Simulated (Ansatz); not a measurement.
I need a rigid scan of one bond angle of C2H4GeS, SMILES SC#[C][GeH3]. Use Ansatz's Python interface. Settings (for the species named): B3LYP, def2-SVP basis, multiplicity 1.

```
atom    x (Å)    y (Å)    z (Å)
   S   1.0435   2.1792  -2.0768
   C   0.5197   0.9457  -0.9681
   C   0.1680   0.0781  -0.2144
  Ge  -0.2324  -1.2826   1.0006
   H  -0.1383   2.9858  -1.7894
   H  -0.5737  -0.6620   2.4002
   H   0.8614  -2.3351   1.1114
   H  -1.5561  -1.9661   0.4806
```

Script `bend_c2h4ges.py`:
```python
"""Energy of C2H4GeS against one bond angle."""

from dataclasses import dataclass

import ansatz
from ase import Atoms


@dataclass
class Options:
    basis_set: str = "def2-SVP"
    functional: str = "b3lyp"
    force_tol: float = 0.02


settings = Options()


def main() -> None:
    atoms = Atoms(["S", "C", "C", "Ge", "H", "H", "H", "H"], positions=[
        [1.0435, 2.1792, -2.0768],
        [0.5197, 0.9457, -0.9681],
        [0.168, 0.0781, -0.2144],
        [-0.2324, -1.2826, 1.0006],
        [-0.1383, 2.9858, -1.7894],
        [-0.5737, -0.662, 2.4002],
        [0.8614, -2.3351, 1.1114],
        [-1.5561, -1.9661, 0.4806],
    ])

    # start the scan from a relaxed geometry
    first = (
        ansatz.Crystal.molecule_from_ase(atoms).calculation()
        .basis(gaussian=settings.basis_set)
        .functional(settings.functional)
        .relax(force_tolerance=settings.force_tol, max_steps=80)
    )
    atoms.positions = first.run(threads=1).report["positions_ang"]

    rows = []
    for angle in [85, 95, 105, 115, 125, 140, 160]:
        bent = atoms.copy()
        bent.set_angle(1, 0, 4, angle, indices=[4])
        model = ansatz.Crystal.molecule_from_ase(bent).calculation()
        model = model.basis(gaussian=settings.basis_set)
        model = model.functional(settings.functional)
        rows.append((angle, model.run(threads=1).report["free_energy_ev"]))
    floor = min(e for _, e in rows)
    for angle, e in rows:
        print(f"angle C1-S0-H4 = {angle:3d} deg   {1000 * (e - floor):9.1f} meV")


if __name__ == "__main__":
    main()
```

```console
$ python bend_c2h4ges.py
angle C1-S0-H4 =  85 deg       123.9 meV
angle C1-S0-H4 =  95 deg         0.0 meV
angle C1-S0-H4 = 105 deg        48.2 meV
angle C1-S0-H4 = 115 deg       259.2 meV
angle C1-S0-H4 = 125 deg       617.4 meV
angle C1-S0-H4 = 140 deg      1384.3 meV
angle C1-S0-H4 = 160 deg      2633.6 meV
```

Reading the output:
- The scan is rigid, and the energies are electronic, in a modest basis. The zero is the lowest point of the grid, which needn't be the minimum.
- b3lyp holds the VWN-RPA fit, as in Gaussian; the form of ORCA and Turbomole is b3lyp5.
- Timing: 52 s on 1 thread of Arm Neoverse V2 (shared host), peak memory 0.29 GiB.
